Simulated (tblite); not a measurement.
# C3H10BGeN: the cost of one run

Computed with tblite 0.8.0 and PySCF 2.14.0, with density-fitted response routines of our own, on a single molecule in the gas phase. Atoms are numbered from 0 throughout.

## Step 1: The molecule as given

16 atoms, charge 0, multiplicity 1; geometry from: force field or distance geometry start.

Bonds of the start (Å): B0–N1 1.53, N1–C2 1.47, N1–Ge3 1.87, Ge3–C4 1.94, C4–C5 1.33, B0–H6 1.21, B0–H7 1.17, C2–H8 1.12, C2–H9 1.10, C2–H10 1.10, Ge3–H11 1.55, Ge3–H12 1.56, C4–H13 1.10, C5–H14 1.09, C5–H15 1.06.

## Step 2: Geometry optimisation with GFN2-xTB

What the job is given:

```
{"job": {"kind": "relax", "xc": "GFN2-xTB", "basis": "xTB"}, "charge": 0, "multiplicity": 1}
B     -1.370100    -1.144000    -0.812100
N     -1.173500     0.338300    -0.480800
C     -2.192900     0.664000     0.526000
Ge     0.445400     0.562000     0.433200
C      1.966500     0.069600    -0.657600
C      3.056700    -0.453200    -0.091900
H     -2.466200    -1.582000    -0.568300
H     -0.949500    -1.462500    -1.857800
H     -2.053900    -0.118500     1.315000
H     -3.209100     0.678800     0.094600
H     -1.992400     1.658900     0.957900
H      0.553700     2.077800     0.746100
H      0.444700    -0.184000     1.800300
H      1.960900     0.213300    -1.743400
H      3.060700    -0.583200     0.988900
H      3.911300    -0.726500    -0.661400
```

Started as:

```
$ OMP_NUM_THREADS=1 python probes_run.py task.json out
```

The driver reads the jobs from task.json and runs them one after another.

Q: Estimate the wall time and peak memory of this first job on 1 thread of Intel Xeon Platinum 8259CL at 2.50GHz, shared host.

About 1 s, with a peak of 0.18 GiB.
